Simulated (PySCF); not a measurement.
# ZrNOH: structure of the singlet

Where does singlet ZrNOH go from a bent start, is the end point a minimum, and what are its modes, charges and moments?

Program: PySCF 2.14.0. Level of theory: PBE0, basis Zr def2-TZVP with ECP28, N def2-TZVP, O def2-TZVP, H def2-TZVP, scalar-relativistic core potentials, no spin–orbit coupling, density fitting. These are calculated values, not measurements.

**1. The system as given**

4 atoms, charge 0, spin multiplicity 1.

Bond lengths: Zr1–N2 1.870 Å, Zr1–O3 2.170 Å, O3–H4 0.960 Å. Angles: N2–Zr1–O3 110.0°, Zr1–O3–H4 130.0°.

```xyz
4
charge 0 multiplicity 1
Zr    0.0000    0.0000    0.0000
N     1.5318    0.0000    1.0726
O    -1.7776    0.0000    1.2447
H    -2.2830    0.7354    1.5986
```

**2. Finding the electronic state**

The steps below are one call of a driver around PySCF. For each, scf.py gives the equivalent set-up of the SCF; relaxations use the driver's own optimiser. After this first run the driver tries any further starts and a stability analysis.

Input file scf.py:

```python
from pyscf import gto, scf, dft
mol = gto.M(atom='''
Zr     0.000000     0.000000     0.000000
N      1.531800     0.000000     1.072600
O     -1.777600     0.000000     1.244700
H     -2.283000     0.735400     1.598600''',
    basis={'Zr': 'def2-TZVP', 'N': 'def2-TZVP', 'O': 'def2-TZVP', 'H': 'def2-TZVP'},
    ecp={'Zr': 'def2-TZVP'},
    charge=0, spin=0)
mf = dft.RKS(mol, xc='PBE0')
mf.grids.atom_grid = (50, 194)
aux = {'Zr': 'def2-universal-JKFIT', 'N': 'def2-universal-JKFIT', 'O': 'def2-universal-JKFIT', 'H': 'def2-universal-JKFIT'}
mf = mf.density_fit(auxbasis=aux)
mf.conv_tol = 1e-08
mf.diis_space = 10
mf.max_cycle = 60
mf.init_guess = 'minao'
mf.verbose = 4
mf.kernel()
```

Command:

```bash
$ OMP_NUM_THREADS=2 python axn.py task.json out
```

Log, shortened:

```text
[... the frontier levels of the middle cycles are left out ...]
init E= -171.847659679942
  HOMO = -0.532724316387677  LUMO = -0.442463585404925  gap/eV = 2.45612
cycle= 1 E= -177.076613530203  delta_E= -5.23  |g|= 1.29  |ddm|= 4.65
  HOMO = -0.0565985749722447  LUMO = -0.0238045359991936  gap/eV = 0.89237
cycle= 2 E= -176.217135832427  delta_E= 0.859  |g|= 2.23  |ddm|= 2.41
  HOMO = -0.10404817716392  LUMO = -0.0931387631611503  gap/eV = 0.29686
cycle= 3 E= -177.049826751103  delta_E= -0.833  |g|= 1.26  |ddm|= 1.97
cycle= 4 E= -177.425406958427  delta_E= -0.376  |g|= 0.389  |ddm|= 0.93
cycle= 5 E= -177.434712602484  delta_E= -0.00931  |g|= 0.349  |ddm|= 0.394
cycle= 6 E= -177.460883551832  delta_E= -0.0262  |g|= 0.0308  |ddm|= 0.171
cycle= 7 E= -177.461120439252  delta_E= -0.000237  |g|= 0.00604  |ddm|= 0.0225
cycle= 8 E= -177.461139898887  delta_E= -1.95e-05  |g|= 0.00154  |ddm|= 0.0118
cycle= 9 E= -177.461143082282  delta_E= -3.18e-06  |g|= 0.00102  |ddm|= 0.00582
cycle= 10 E= -177.461144216762  delta_E= -1.13e-06  |g|= 0.000348  |ddm|= 0.00406
cycle= 11 E= -177.461144386423  delta_E= -1.7e-07  |g|= 6.35e-05  |ddm|= 0.00187
cycle= 12 E= -177.461144397147  delta_E= -1.07e-08  |g|= 2.18e-05  |ddm|= 0.00039
cycle= 13 E= -177.461144399494  delta_E= -2.35e-09  |g|= 7.18e-06  |ddm|= 0.000235
  HOMO = -0.210055087936523  LUMO = -0.109381503942469  gap/eV = 2.73947
Extra cycle  E= -177.461144399431  delta_E= 6.3e-11  |g|= 2.37e-05  |ddm|= 2.35e-05
converged SCF energy = -177.461144399431
```

This step, with its further starts and checks, took 7.7 s on 2 threads of Arm Neoverse V2, shared host.

The starts that the driver tried:

```tsv
start	energy (Eh)
the minimal-basis guess	-177.461144
a thermally smeared density	-177.461144
a smeared PBE density	-177.461144
```

No lower closed-shell solution turned up from the other starts or in the test of internal stability.

**3. Bent start, singlet: relaxation**

The program finds C1 symmetry in the start. Threshold on the gradient: 0.0003 Eh/bohr, with a further test on the energy change.

Edit scf.py of step 2 so:

```diff
@@ -3,4 +3,4 @@
-Zr     0.000000     0.000000     0.000000
-N      1.531800     0.000000     1.072600
-O     -1.777600     0.000000     1.244700
-H     -2.283000     0.735400     1.598600''',
+Zr     0.076780    -0.006130    -0.302204
+N      1.608580    -0.006130     0.770396
+O     -1.700820    -0.006130     0.942496
+H     -2.206220     0.729270     1.296396''',
@@ -17 +16,0 @@
-mf.init_guess = 'minao'
```

Energy and gradient, step by step:

```tsv
step	energy (Eh)	change (kJ/mol)	largest gradient (Eh/bohr)
0	-177.461144	0.00	0.09788
1	-177.489409	-74.21	0.02099
2	-177.494017	-86.31	0.04350
3	-177.494432	-87.40	0.05276
4	-177.501837	-106.84	0.01668
5	-177.503021	-109.95	0.02069
6	-177.503888	-112.22	0.01222
7	-177.504600	-114.09	0.00801
8	-177.504833	-114.71	0.00392
9	-177.504982	-115.10	0.00346
10	-177.505144	-115.52	0.00139
11	-177.505167	-115.58	0.00042
12	-177.505168	-115.58	0.00014
```

The walk took 22 s.

Positions (Å) and forces (eV/Å) along the way:

```
step 0
Zr   0.077  -0.006  -0.302   2.712  -0.152   5.032
N    1.609  -0.006   0.770  -4.665   0.081  -3.449
O   -1.701  -0.006   0.943   1.800   0.294  -1.713
H   -2.206   0.729   1.296   0.153  -0.223   0.129
step 1
Zr   0.093  -0.025  -0.222  -0.260  -0.281   1.080
N    1.520   0.013   0.734  -0.776   0.133  -0.418
O   -1.676   0.006   0.877   0.712   0.765  -0.729
H   -2.159   0.717   1.318   0.325  -0.617   0.067
step 6
Zr   0.063  -0.216  -0.236  -0.340   0.164   0.540
N    1.358   0.147   0.818  -0.245  -0.023  -0.179
O   -1.700   0.186   0.650   0.464  -0.183  -0.626
H   -1.942   0.593   1.476   0.122   0.043   0.265
step 12
Zr   0.027  -0.235  -0.242   0.005   0.004   0.004
N    1.249   0.183   0.871  -0.005   0.000  -0.005
O   -1.717   0.195   0.599   0.003  -0.003   0.007
H   -1.780   0.568   1.480  -0.003  -0.002  -0.006
```

End point (Cs, 12 steps, 115.6 kJ/mol gained): O–H 0.958 Å, Zr–N 1.705 Å, Zr–O 1.983 Å; H–O–Zr 122.2°, N–Zr–O 107.5°.

**4. Frequencies**

The point is checked on the finer grid, and tightened if its gradient asks for it. The Hessian and the dipole derivatives come from central differences of analytic gradients, with steps of 0.02 bohr.

Edit scf.py of step 3 so:

```diff
@@ -3,4 +3,4 @@
-Zr     0.076780    -0.006130    -0.302204
-N      1.608580    -0.006130     0.770396
-O     -1.700820    -0.006130     0.942496
-H     -2.206220     0.729270     1.296396''',
+Zr     0.105030    -0.111098    -0.252956
+N      1.331551     0.303869     0.855624
+O     -1.638665     0.317706     0.587990
+H     -1.709776     0.691459     1.467522''',
@@ -11 +11 @@
-mf.grids.atom_grid = (50, 194)
+mf.grids.atom_grid = (75, 302)
@@ -14 +14 @@
-mf.conv_tol = 1e-08
+mf.conv_tol = 1e-10
```

This SCF starts from the last density.

Log of the central SCF (cycles and frontier levels):

```text
init E= -177.505185141356
  HOMO = -0.21031327961326  LUMO = -0.0900030469196942  gap/eV = 3.27381
cycle= 1 E= -177.505185141347  delta_E= 8.41e-12  |g|= 6.49e-06  |ddm|= 4.43e-06
  HOMO = -0.210314472417714  LUMO = -0.0900026384066734  gap/eV = 3.27385
Extra cycle  E= -177.505185141246  delta_E= 1.02e-10  |g|= 2.24e-05  |ddm|= 1.46e-05
converged SCF energy = -177.505185141246
```

The whole step took 53 s.

Geometry: Cs; O–H 0.958 Å, Zr–N 1.705 Å, Zr–O 1.983 Å; H–O–Zr 122.6°, N–Zr–O 107.7°.

Modes, for the most abundant isotopes:

```tsv
symmetry	ω (cm⁻¹)	IR (km/mol)	μ (u)
a'	232	35.3	5.41
a''	584	129	1.15
a'	600	227	1.91
a'	646	34.0	2.60
a'	1031	118	15.59
a'	3918	95.2	1.07
```

Every mode is real; the point is a minimum.

Properties at this point:

```yaml
Dipole_moment: 5.84 D
Highest_occupied_level: -5.72 eV
Lowest_empty_level: -2.45 eV
Rotational_constants: 0.6175, 0.2321, 0.1687 cm⁻¹
Zero-point_energy: 41.9 kJ/mol
Principal_polarisabilities: 28.9, 40.5, 65.4 bohr³
Atomisation_energy_without_zero-point_energy: 1469 kJ/mol
Principal_traceless_quadrupole_moments_about_the_centre_of_mass: -18.94, 7.46, 11.48 D Å
Entropy_at_298.15_K_and_1_bar: 281.5 J/(mol K)
Heat_capacity_Cp_at_298.15_K: 54.9 J/(mol K)
Enthalpy_at_298.15_K_above_0_K: 12.57 kJ/mol
Rotational_symmetry_number: 1
```

Populations by atom (charges in e):

```tsv
atom	Mulliken	Löwdin	polar tensor	Mayer order to Zr1
Zr1	1.01	0.60	1.53	–
N2	-0.60	-0.41	-0.89	2.93
O3	-0.74	-0.35	-0.91	0.98
H4	0.34	0.16	0.27	0.01
```

Mulliken populations on Zr1 (outside its core potential): s 2.09, p 6.18, d 2.65, f 0.08.

**5. Would spin polarisation lower it?**

At the lowest minimum the closed shell is tested against spin polarisation, on the (50, 194) grid. It is stable.

**6. Summary of results**

```
                                 quantity                                                                  value
                                  minimum                                                            singlet, Cs
                                 geometry  O–H 0.958 Å, Zr–N 1.705 Å, Zr–O 1.983 Å; H–O–Zr 122.6°, N–Zr–O 107.7°
                       wavenumbers (cm⁻¹)          232 (a'), 584 (a''), 600 (a'), 646 (a'), 1031 (a'), 3918 (a')
                            dipole moment                                                                 5.84 D
     highest occupied, lowest empty level                                                        -5.72, -2.45 eV
               polar-tensor charge of Zr1                                                                +1.53 e
                        zero-point energy                                                            41.9 kJ/mol
                      entropy at 298.15 K                                                        281.5 J/(mol K)
atomisation energy (no zero-point energy)                                                            1469 kJ/mol
```

What this shows: The bent start (C1) ends in a minimum of Cs symmetry. The strongest infrared band lies at 600 cm⁻¹ (a'). With 5.8 D the molecule is strongly polar. Other starts or spin states, not run here, may lie lower.

The search up to here took 85 s on 2 threads of Arm Neoverse V2, shared host.
